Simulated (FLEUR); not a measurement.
# Ge3Pd (Pm-3m) in FLEUR: further runs

Runs on Ge3Pd. Level: r2SCAN. Tasks: band structure, equation of state.

All numbers are computed with FLEUR MaX-R8.1 (later development tree); they aren't measurements. Logs are shortened: lines on timing, memory, paths and dates and some standing lists are left out, and cuts for length are marked.

## 1. Starting point

Symmetry: Pm-3m, No. 221, cubic system. The conventional cell has a = 4.142 Å, b = 4.142 Å, c = 4.142 Å, α = 90.00°, β = 90.00°, γ = 90.00°. Pd (site symmetry m-3m) is surrounded by 12 Ge at 2.93 Å. Ge (site symmetry 4/mmm) is surrounded by 4 Pd at 2.93 Å and 8 Ge at 2.93 Å.

The cell comes from a database or a generator and needn't be the stable form of this composition.

## 2. Band structure, r2SCAN

Contents of inp.xml:

```xml
<?xml version="1.0" encoding="UTF-8" standalone="no"?>
<fleurInput fleurInputVersion="0.39">
   <comment>
      Ge3Pd                                                                                               
   </comment>
   <calculationSetup>
      <cutoffs Kmax="4.15" Gmax="12.9" GmaxXC="12.9" numbands="0"/>
      <scfLoop itmax="80" minDistance="0.0001" maxIterBroyd="30" imix="Anderson" alpha="0.05" precondParam="0.0" spinf="2.0" sdNocoIR="T"/>
      <coreElectrons ctail="F" frcor="F" kcrel="0" coretail_lmax="0"/>
      <xcFunctional name="LibXC" relativisticCorrections="F">
         <LibXCName exchange="mgga_x_r2scan" correlation="mgga_c_r2scan"/>
         <AuxGGA exchange="117" correlation="130"/>
      </xcFunctional>
      <magnetism jspins="1"/>
      <soc l_soc="F" theta="0.0" phi="0.0" spav="F"/>
      <expertModes spex="0" secvar="F"/>
      <geometryOptimization l_f="F" forcealpha="1.0" forcemix="BFGS" epsdisp="0.00001" epsforce="0.00001"/>
      <ldaU l_linMix="F" mixParam="0.05" spinf="1.0"/>
   </calculationSetup>
   <cell>
      <bzIntegration valenceElectrons="84.0" mode="hist" fermiSmearingEnergy="0.00183747">
         <kPointListSelection listName="default-1"/>
         <!-- k-points included here -->
         <xi:include xmlns:xi="http://www.w3.org/2001/XInclude" href="kpts.xml"> </xi:include>
      </bzIntegration>
[... 40 lines left out ...]
         <lo type="SCLO" l="1" n="3" eDeriv="1"/>
         <lo type="HELO" l="2" n="4" eDeriv="0"/>
         <lo type="HELO" l="2" n="4" eDeriv="1"/>
         <lo type="SCLO" l="3" n="4" eDeriv="2"/>
      </species>
   </atomSpecies>
   <atomGroups>
      <atomGroup species="Palladium (Pd)">
         <relPos label="                   1">.0000000000 .0000000000 .0000000000</relPos>
         <force calculate="T" relaxXYZ="TTT"/>
      </atomGroup>
      <atomGroup species="Germanium (Ge)">
         <relPos label="                   2">1.000/2.000 1.000/2.000 .0000000000</relPos>
         <relPos label="                   3">1.000/2.000 .0000000000 1.000/2.000</relPos>
         <relPos label="                   4">.0000000000 1.000/2.000 1.000/2.000</relPos>
         <force calculate="T" relaxXYZ="TTT"/>
      </atomGroup>
   </atomGroups>
   <output dos="F" band="F" slice="F">
      <checks vchk="F" cdinf="F"/>
      <bandDOS minEnergy="-.5*Htr" maxEnergy="0.5*Htr" sigma="0.015" storeEVData="T"/>
      <vacuumDOS vacdos="F" integ="F" star="F" nstars="0" locx1="0.0" locy1="0.0" locx2="0.0" locy2="0.0" nstm="0" tworkf="0.0"/>
      <unfoldingBand unfoldBand="F" supercellX="1" supercellY="1" supercellZ="1"/>
      <plotting iplot="0" polar="F">
         <plot TwoD="T" vec1="  1.0  0.0  0.0" vec2="  0.0  1.0  0.0" vec3="  0.0  0.0  1.0" zero="  0.0  0.0  0.0" file="plot"/>
      </plotting>
      <chargeDensitySlicing numkpt="0" minEigenval="0.0" maxEigenval="0.0" nnne="0" pallst="F"/>
      <specialOutput eonly="F"/>
      <moessbauerParams electricFieldGradient="T" isomerShift="T" coreHyperfine="T" valenceHyperfine="T"/>
      <magneticCircularDichroism mcd="F" energyLo="-10.0" energyUp="0.0"/>
   </output>
  <!-- We include the file relax.xml here to enable relaxations (see documentation) -->
  <xi:include xmlns:xi="http://www.w3.org/2001/XInclude" href="relax.xml"> <xi:fallback/> </xi:include>
</fleurInput>
```

Contents of crystal.txt:

```
Ge3Pd
&input cartesian=F /
4.1420230000  0.0000000000  0.0000000000
0.0000000000  4.1420230000  0.0000000000
0.0000000000  0.0000000000  4.1420230000
1.8897261246
1.0 1.0 1.0

4
46 0.0000000000  0.0000000000  0.0000000000
32 0.5000000000  0.5000000000  0.0000000000
32 0.5000000000  0.0000000000  0.5000000000
32 0.0000000000  0.5000000000  0.5000000000

&kpt div1=7 div2=7 div3=7 gamma=T /
```

Contents of inp.xml (bands):

```
<?xml version="1.0" encoding="UTF-8" standalone="no"?>
<fleurInput fleurInputVersion="0.39">
   <comment>
      Ge3Pd                                                                                               
   </comment>
   <calculationSetup>
      <cutoffs Kmax="4.15" Gmax="12.9" GmaxXC="12.9" numbands="0"/>
      <scfLoop itmax="80" minDistance="0.0001" maxIterBroyd="30" imix="Anderson" alpha="0.05" precondParam="0.0" spinf="2.0" sdNocoIR="T"/>
      <coreElectrons ctail="F" frcor="F" kcrel="0" coretail_lmax="0"/>
      <xcFunctional name="LibXC" relativisticCorrections="F">
         <LibXCName exchange="mgga_x_r2scan" correlation="mgga_c_r2scan"/>
         <AuxGGA exchange="117" correlation="130"/>
      </xcFunctional>
      <magnetism jspins="1"/>
      <soc l_soc="F" theta="0.0" phi="0.0" spav="F"/>
      <expertModes spex="0" secvar="F"/>
      <geometryOptimization l_f="F" forcealpha="1.0" forcemix="BFGS" epsdisp="0.00001" epsforce="0.00001"/>
      <ldaU l_linMix="F" mixParam="0.05" spinf="1.0"/>
   </calculationSetup>
   <cell>
      <bzIntegration valenceElectrons="84.0" mode="hist" fermiSmearingEnergy="0.00183747">
         <kPointListSelection listName="path-1"/>
         <!-- k-points included here -->
         <xi:include xmlns:xi="http://www.w3.org/2001/XInclude" href="kpts.xml"> </xi:include>
      </bzIntegration>
      <!-- symmetry operations included here -->
[... 39 lines left out ...]
         <lo type="SCLO" l="1" n="3" eDeriv="1"/>
         <lo type="HELO" l="2" n="4" eDeriv="0"/>
         <lo type="HELO" l="2" n="4" eDeriv="1"/>
         <lo type="SCLO" l="3" n="4" eDeriv="2"/>
      </species>
   </atomSpecies>
   <atomGroups>
      <atomGroup species="Palladium (Pd)">
         <relPos label="                   1">.0000000000 .0000000000 .0000000000</relPos>
         <force calculate="T" relaxXYZ="TTT"/>
      </atomGroup>
      <atomGroup species="Germanium (Ge)">
         <relPos label="                   2">1.000/2.000 1.000/2.000 .0000000000</relPos>
         <relPos label="                   3">1.000/2.000 .0000000000 1.000/2.000</relPos>
         <relPos label="                   4">.0000000000 1.000/2.000 1.000/2.000</relPos>
         <force calculate="T" relaxXYZ="TTT"/>
      </atomGroup>
   </atomGroups>
   <output dos="F" band="T" slice="F">
      <checks vchk="F" cdinf="F"/>
      <bandDOS minEnergy="-.5*Htr" maxEnergy="0.5*Htr" sigma="0.015" storeEVData="T"/>
      <vacuumDOS vacdos="F" integ="F" star="F" nstars="0" locx1="0.0" locy1="0.0" locx2="0.0" locy2="0.0" nstm="0" tworkf="0.0"/>
      <unfoldingBand unfoldBand="F" supercellX="1" supercellY="1" supercellZ="1"/>
      <plotting iplot="0" polar="F">
         <plot TwoD="T" vec1="  1.0  0.0  0.0" vec2="  0.0  1.0  0.0" vec3="  0.0  0.0  1.0" zero="  0.0  0.0  0.0" file="plot"/>
      </plotting>
      <chargeDensitySlicing numkpt="0" minEigenval="0.0" maxEigenval="0.0" nnne="0" pallst="F"/>
      <specialOutput eonly="F"/>
      <moessbauerParams electricFieldGradient="T" isomerShift="T" coreHyperfine="T" valenceHyperfine="T"/>
      <magneticCircularDichroism mcd="F" energyLo="-10.0" energyUp="0.0"/>
   </output>
  <!-- We include the file relax.xml here to enable relaxations (see documentation) -->
  <xi:include xmlns:xi="http://www.w3.org/2001/XInclude" href="relax.xml"> <xi:fallback/> </xi:include>
</fleurInput>
```

Potentials or basis: all-electron, FLAPW.

The run is started by

```sh
> inpgen -f crystal.txt -profile fastHighL
> # inp.xml edited to the form shown
> fleur_MPI
> fleur_MPI   # second run, on inp.xml (bands)
```

Output:

```text
Welcome to FLEUR        (www.flapw.de)
      MaX-Release 8.1          (www.max-centre.eu)
 func_ids         498         497         498         497
 MetaGGA potential functional detected - V_tau will be computed
 Auxiliary Potential for radial basis: exchange=         117  correlation=         130
The functional 'Re-regularized SCAN exchange by Furness et al' is an exchange functional, it belongs to the 'MGGA' family and is defined in the reference(s):
[1] J. W. Furness, A. D. Kaplan, J. Ning, J. P. Perdew, and J. Sun.,  J. Phys. Chem. Lett. 11, 8208-8215 (2020)
[2] J. W. Furness, A. D. Kaplan, J. Ning, J. P. Perdew, and J. Sun.,  J. Phys. Chem. Lett. 11, 9248-9248 (2020)
The functional 'Re-regularized SCAN correlation by Furness et al' is a correlation functional, it belongs to the 'MGGA' family and is defined in the reference(s):
[1] J. W. Furness, A. D. Kaplan, J. Ning, J. P. Perdew, and J. Sun.,  J. Phys. Chem. Lett. 11, 8208-8215 (2020)
[2] J. W. Furness, A. D. Kaplan, J. Ning, J. P. Perdew, and J. Sun.,  J. Phys. Chem. Lett. 11, 9248-9248 (2020)
 Using same functional for VXC and EXC

 ========== k-point set info ==========
 Selected k-point list: default-1
 k-point list type: mesh
 7 x 7 x 7
 Number of k points: 20

 ------------Calculation Setup---------------------------
 Number of MPI-tasks      :            1
 Number of PE/node        :            1
 Number of OMP-threads    :            1
 Most efficient MPI parallelization for:
           1           2           4           5          10          20
 Additional eigenvalue parallelization possible
 Number of basis functions:          756
 Approximate size of matrices (H+S) per k-point:         0.009 GB
 --------------------------------------------------------
The functional 'Hammer, Hansen, and Norskov' is an exchange functional, it belongs to the 'GGA' family and is defined in the reference(s):
[... 6 lines left out ...]
 Reset of history
 Reset of history
 Iteration:     1   Distance:      23.85932962 me/bohr^3
The functional 'Hammer, Hansen, and Norskov' is an exchange functional, it belongs to the 'GGA' family and is defined in the reference(s):
[1] B. Hammer, L. B. Hansen, and J. K. Nørskov.,  Phys. Rev. B 59, 7413 (1999)
The functional 'Perdew, Burke & Ernzerhof' is a correlation functional, it belongs to the 'GGA' family and is defined in the reference(s):
[1] J. P. Perdew, K. Burke, and M. Ernzerhof.,  Phys. Rev. Lett. 77, 3865 (1996)
[2] J. P. Perdew, K. Burke, and M. Ernzerhof.,  Phys. Rev. Lett. 78, 1396 (1997)
 Using same functional for VXC and EXC
 Iteration:     2   Distance:      22.67575969 me/bohr^3
The functional 'Hammer, Hansen, and Norskov' is an exchange functional, it belongs to the 'GGA' family and is defined in the reference(s):
[1] B. Hammer, L. B. Hansen, and J. K. Nørskov.,  Phys. Rev. B 59, 7413 (1999)
The functional 'Perdew, Burke & Ernzerhof' is a correlation functional, it belongs to the 'GGA' family and is defined in the reference(s):
[1] J. P. Perdew, K. Burke, and M. Ernzerhof.,  Phys. Rev. Lett. 77, 3865 (1996)
[2] J. P. Perdew, K. Burke, and M. Ernzerhof.,  Phys. Rev. Lett. 78, 1396 (1997)
 Using same functional for VXC and EXC
 Iteration:     3   Distance:      21.50415083 me/bohr^3
The functional 'Hammer, Hansen, and Norskov' is an exchange functional, it belongs to the 'GGA' family and is defined in the reference(s):
[1] B. Hammer, L. B. Hansen, and J. K. Nørskov.,  Phys. Rev. B 59, 7413 (1999)
The functional 'Perdew, Burke & Ernzerhof' is a correlation functional, it belongs to the 'GGA' family and is defined in the reference(s):
[1] J. P. Perdew, K. Burke, and M. Ernzerhof.,  Phys. Rev. Lett. 77, 3865 (1996)
[2] J. P. Perdew, K. Burke, and M. Ernzerhof.,  Phys. Rev. Lett. 78, 1396 (1997)
 Using same functional for VXC and EXC
 Iteration:     4   Distance:       2.87304186 me/bohr^3
The functional 'Hammer, Hansen, and Norskov' is an exchange functional, it belongs to the 'GGA' family and is defined in the reference(s):
[1] B. Hammer, L. B. Hansen, and J. K. Nørskov.,  Phys. Rev. B 59, 7413 (1999)
The functional 'Perdew, Burke & Ernzerhof' is a correlation functional, it belongs to the 'GGA' family and is defined in the reference(s):
[1] J. P. Perdew, K. Burke, and M. Ernzerhof.,  Phys. Rev. Lett. 77, 3865 (1996)
[2] J. P. Perdew, K. Burke, and M. Ernzerhof.,  Phys. Rev. Lett. 78, 1396 (1997)
 Using same functional for VXC and EXC
 Iteration:     5   Distance:       1.59655195 me/bohr^3
The functional 'Hammer, Hansen, and Norskov' is an exchange functional, it belongs to the 'GGA' family and is defined in the reference(s):
[1] B. Hammer, L. B. Hansen, and J. K. Nørskov.,  Phys. Rev. B 59, 7413 (1999)
The functional 'Perdew, Burke & Ernzerhof' is a correlation functional, it belongs to the 'GGA' family and is defined in the reference(s):
[1] J. P. Perdew, K. Burke, and M. Ernzerhof.,  Phys. Rev. Lett. 77, 3865 (1996)
[2] J. P. Perdew, K. Burke, and M. Ernzerhof.,  Phys. Rev. Lett. 78, 1396 (1997)
 Using same functional for VXC and EXC
 Iteration:     6   Distance:       0.72128595 me/bohr^3
The functional 'Hammer, Hansen, and Norskov' is an exchange functional, it belongs to the 'GGA' family and is defined in the reference(s):
[1] B. Hammer, L. B. Hansen, and J. K. Nørskov.,  Phys. Rev. B 59, 7413 (1999)
The functional 'Perdew, Burke & Ernzerhof' is a correlation functional, it belongs to the 'GGA' family and is defined in the reference(s):
[1] J. P. Perdew, K. Burke, and M. Ernzerhof.,  Phys. Rev. Lett. 77, 3865 (1996)
[2] J. P. Perdew, K. Burke, and M. Ernzerhof.,  Phys. Rev. Lett. 78, 1396 (1997)
 Using same functional for VXC and EXC
[... 26 lines left out ...]
[2] J. P. Perdew, K. Burke, and M. Ernzerhof.,  Phys. Rev. Lett. 78, 1396 (1997)
 Using same functional for VXC and EXC
 Iteration:    11   Distance:       0.01948816 me/bohr^3
The functional 'Hammer, Hansen, and Norskov' is an exchange functional, it belongs to the 'GGA' family and is defined in the reference(s):
[1] B. Hammer, L. B. Hansen, and J. K. Nørskov.,  Phys. Rev. B 59, 7413 (1999)
The functional 'Perdew, Burke & Ernzerhof' is a correlation functional, it belongs to the 'GGA' family and is defined in the reference(s):
[1] J. P. Perdew, K. Burke, and M. Ernzerhof.,  Phys. Rev. Lett. 77, 3865 (1996)
[2] J. P. Perdew, K. Burke, and M. Ernzerhof.,  Phys. Rev. Lett. 78, 1396 (1997)
 Using same functional for VXC and EXC
 Iteration:    12   Distance:       0.00553691 me/bohr^3
The functional 'Hammer, Hansen, and Norskov' is an exchange functional, it belongs to the 'GGA' family and is defined in the reference(s):
[1] B. Hammer, L. B. Hansen, and J. K. Nørskov.,  Phys. Rev. B 59, 7413 (1999)
The functional 'Perdew, Burke & Ernzerhof' is a correlation functional, it belongs to the 'GGA' family and is defined in the reference(s):
[1] J. P. Perdew, K. Burke, and M. Ernzerhof.,  Phys. Rev. Lett. 77, 3865 (1996)
[2] J. P. Perdew, K. Burke, and M. Ernzerhof.,  Phys. Rev. Lett. 78, 1396 (1997)
 Using same functional for VXC and EXC
 Iteration:    13   Distance:       0.00115465 me/bohr^3
The functional 'Hammer, Hansen, and Norskov' is an exchange functional, it belongs to the 'GGA' family and is defined in the reference(s):
[1] B. Hammer, L. B. Hansen, and J. K. Nørskov.,  Phys. Rev. B 59, 7413 (1999)
The functional 'Perdew, Burke & Ernzerhof' is a correlation functional, it belongs to the 'GGA' family and is defined in the reference(s):
[1] J. P. Perdew, K. Burke, and M. Ernzerhof.,  Phys. Rev. Lett. 77, 3865 (1996)
[2] J. P. Perdew, K. Burke, and M. Ernzerhof.,  Phys. Rev. Lett. 78, 1396 (1997)
 Using same functional for VXC and EXC
 Iteration:    14   Distance:       0.00026483 me/bohr^3
The functional 'Hammer, Hansen, and Norskov' is an exchange functional, it belongs to the 'GGA' family and is defined in the reference(s):
[1] B. Hammer, L. B. Hansen, and J. K. Nørskov.,  Phys. Rev. B 59, 7413 (1999)
The functional 'Perdew, Burke & Ernzerhof' is a correlation functional, it belongs to the 'GGA' family and is defined in the reference(s):
[1] J. P. Perdew, K. Burke, and M. Ernzerhof.,  Phys. Rev. Lett. 77, 3865 (1996)
[2] J. P. Perdew, K. Burke, and M. Ernzerhof.,  Phys. Rev. Lett. 78, 1396 (1997)
 Using same functional for VXC and EXC
 Iteration:    15   Distance:       0.00008474 me/bohr^3

 ********************************************************************
 Run finished successfully
 Stop message:
   all done
 ********************************************************************
```

Wall time 1.9 min (1 thread of Intel Xeon Platinum 8375C at 2.90GHz (Ice Lake), shared host); peak memory 0.1 GiB.

What came out:

```yaml
Free_energy: -308712.4501 eV
Band_gap_along_the_path: none (metal or under the smearing width)
Valence_electrons_inside_the_program's_atomic_spheres: Pd 17.23; Ge 20.30 (radii Pd 2.66, Ge 2.36 bohr)
```

Levels at the corners of the path, in eV from the Fermi level:
```tsv
point	band 39	band 40	band 41	band 42	band 43	band 44	band 45	band 46
Γ	-2.81	-2.81	-1.63	-1.63	1.16	3.05	3.05	3.05
X	-2.54	-0.40	-0.40	-0.13	-0.13	0.56	0.98	2.75
M	-2.23	-2.19	-0.08	-0.01	1.11	1.11	2.44	2.44
Γ	-2.81	-2.81	-1.63	-1.63	1.16	3.05	3.05	3.05
R	-2.45	-2.45	-1.68	-1.68	-1.68	-0.17	7.85	7.85
X	-2.54	-0.40	-0.40	-0.13	-0.13	0.56	0.98	2.75
M	-2.23	-2.19	-0.08	-0.01	1.11	1.11	2.44	2.44
R	-2.45	-2.45	-1.68	-1.68	-1.68	-0.17	7.85	7.85
```

Core levels (eV from the Fermi level):
```csv
atom,levels
1 Pd,"1s1/2 -24153.2, 2s1/2 -3524.7, 2p1/2 -3268.7, 2p3/2 -3109.3, 3s1/2 -634.6, 3p1/2 -533.6, 3p3/2 -505.9, 3d3/2 -327.4, 3d5/2 -321.8"
2 Ge,"1s1/2 -10954.0, 2s1/2 -1366.2, 2p1/2 -1214.4, 2p3/2 -1182.5"
3 Ge,"1s1/2 -10954.0, 2s1/2 -1366.2, 2p1/2 -1214.4, 2p3/2 -1182.5"
4 Ge,"1s1/2 -10954.0, 2s1/2 -1366.2, 2p1/2 -1214.4, 2p3/2 -1182.5"
```

Caveat: the meta-GGA is that of a development version, with a GGA for the radial functions and cores and without core tails.

## 3. Equation of state, r2SCAN, 16.70 Å³/atom (volume scaled by 0.94)

Changes to inp.xml since step 2:

```diff
@@ -6,3 +6,3 @@
    <calculationSetup>
-      <cutoffs Kmax="4.15" Gmax="12.9" GmaxXC="12.9" numbands="0"/>
+      <cutoffs Kmax="4.3" Gmax="13.3" GmaxXC="13.3" numbands="0"/>
       <scfLoop itmax="80" minDistance="0.0001" maxIterBroyd="30" imix="Anderson" alpha="0.05" precondParam="0.0" spinf="2.0" sdNocoIR="T"/>
@@ -27,3 +27,3 @@
       <xi:include xmlns:xi="http://www.w3.org/2001/XInclude" href="sym.xml"> </xi:include>
-      <bulkLattice scale="1.0">
+      <bulkLattice scale="0.9795861087">
          <bravaisMatrix>
@@ -54,3 +54,3 @@
       <species name="Germanium (Ge)" element="Ge" atomicNumber="32">
-         <mtSphere radius="2.36" gridPoints="781" logIncrement="0.016"/>
+         <mtSphere radius="2.28" gridPoints="781" logIncrement="0.016"/>
          <atomicCutoffs lmax="9" lnonsphr="9"/>
```

Potentials or basis: all-electron, FLAPW.

The run is started by

```sh
> inpgen -f crystal.txt -profile fastHighL
> # inp.xml edited to the form shown
> fleur_MPI
```

Wall time 1.8 min (1 thread of Intel Xeon Platinum 8375C at 2.90GHz (Ice Lake), shared host); peak memory 0.11 GiB.

It converged, with:

* Free energy: -308712.4486 eV
* Band gap on the k mesh: none (metal or under the smearing width)
* Valence electrons inside the program's atomic spheres: Pd 17.32; Ge 20.17 (radii Pd 2.66, Ge 2.28 bohr)

Caveat: the meta-GGA is that of a development version, with a GGA for the radial functions and cores and without core tails.

## 4. Equation of state, r2SCAN, 17.05 Å³/atom (volume scaled by 0.96)

Changes to inp.xml since step 3:

```diff
@@ -27,3 +27,3 @@
       <xi:include xmlns:xi="http://www.w3.org/2001/XInclude" href="sym.xml"> </xi:include>
-      <bulkLattice scale="0.9795861087">
+      <bulkLattice scale="0.9864848297">
          <bravaisMatrix>
```

The run is started by

```sh
> inpgen -f crystal.txt -profile fastHighL
> # inp.xml edited to the form shown
> fleur_MPI
```

It took 99 s on 1 thread of Intel Xeon Platinum 8375C at 2.90GHz (Ice Lake), shared host; peak memory 0.1 GiB.

Results (log left out):

* Free energy: -308712.4679 eV
* Band gap on the k mesh: none (metal or under the smearing width)
* Valence electrons inside the program's atomic spheres: Pd 17.29; Ge 20.15 (radii Pd 2.66, Ge 2.28 bohr)

Caveat: the meta-GGA is that of a development version, with a GGA for the radial functions and cores and without core tails.

## 5. Equation of state, r2SCAN, 17.77 Å³/atom

Changes to inp.xml since step 4:

```diff
@@ -27,3 +27,3 @@
       <xi:include xmlns:xi="http://www.w3.org/2001/XInclude" href="sym.xml"> </xi:include>
-      <bulkLattice scale="0.9864848297">
+      <bulkLattice scale="1.0000000000">
          <bravaisMatrix>
```

The run is started by

```sh
> inpgen -f crystal.txt -profile fastHighL
> # inp.xml edited to the form shown
> fleur_MPI
```

Wall time 1.7 min (1 thread of Intel Xeon Platinum 8375C at 2.90GHz (Ice Lake), shared host); peak memory 0.1 GiB.

The run converged. Its results:

```
Free energy                                           : -308712.4514 eV
Band gap on the k mesh                                : none (metal or under the smearing width)
Valence electrons inside the program's atomic spheres : Pd 17.23; Ge 20.11 (radii Pd 2.66, Ge 2.28 bohr)
```

Caveat: the meta-GGA is that of a development version, with a GGA for the radial functions and cores and without core tails.

[end of part 1 of 2]
